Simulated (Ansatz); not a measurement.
**TiH (doublet): wave-function methods side by side, def2-QZVPP**

An exercise on one series of results from a longer session: the logs are not shown, and one member is left open.

Program: Ansatz 0.2.0, Gaussian basis. Level of theory: def2-QZVPP, core rule «outside noble gas», up to 9 orbitals frozen. These are calculated values, not measurements.

The runs, in order: UHF; ROHF; CCSD(T) on UHF.

2 further runs of the same task are left out: 2 set aside as unsound or not needed.

## What is computed

The geometry is a PBE0/def2-TZVP stationary point (not a proven minimum).

2 atoms, charge 0, spin multiplicity 2.

Atoms are counted from 1 here; the program's logs count them from 0.

Bond lengths: Ti1–H2 1.757 Å.

The first run:

in.yaml reads:

```yaml
crystal:
  periodic: [false, false, false]
  atoms:
    - {symbol: Ti, position_ang: [0.000000, 0.000000, 0.000000]}
    - {symbol: H, position_ang: [0.000000, 0.000000, 1.756681]}
basis:
  gaussian: {orbitals: "def2-QZVPP.json"}
magnetization: {spin_polarized: true, initial_magnetization: 1}
hamiltonian: {xc: hf}
output: {orbitals: {seedname: orbitals}}
```

Launch:

```sh
ansatz run in.yaml --threads 1 --pin off --events-out ev --progress --plain --max-ram 4096MiB --backend cpu
```

Among the steps run: UHF; ROHF; CCSD(T) on UHF.

One table of the session follows, with a row left open; its other results are not shown here.

```
  method  from UCCSD(T) (meV)
    ROHF              +3466.4
     UHF              +2028.9
    UMP2                    ?
   UCCSD                +84.6
UCCSD(T)                    0
```

Estimate the missing values for UMP2.

**Answer.** from UCCSD(T) (meV): +588.4. In the column «from UCCSD(T) (meV)» it lies between UCCSD (+84.6) and UHF (+2028.9).

The program flags UCCSD(T) as in doubt (see the logs), so the zero of the table is itself unsure.

Limits of these values: The determinant is far from a pure spin state, so its energy mixes those of several spin states (harmless only where they are near-degenerate, as at dissociation). The program flags UCCSD(T) as in doubt, so the zero of the table is itself unsure.
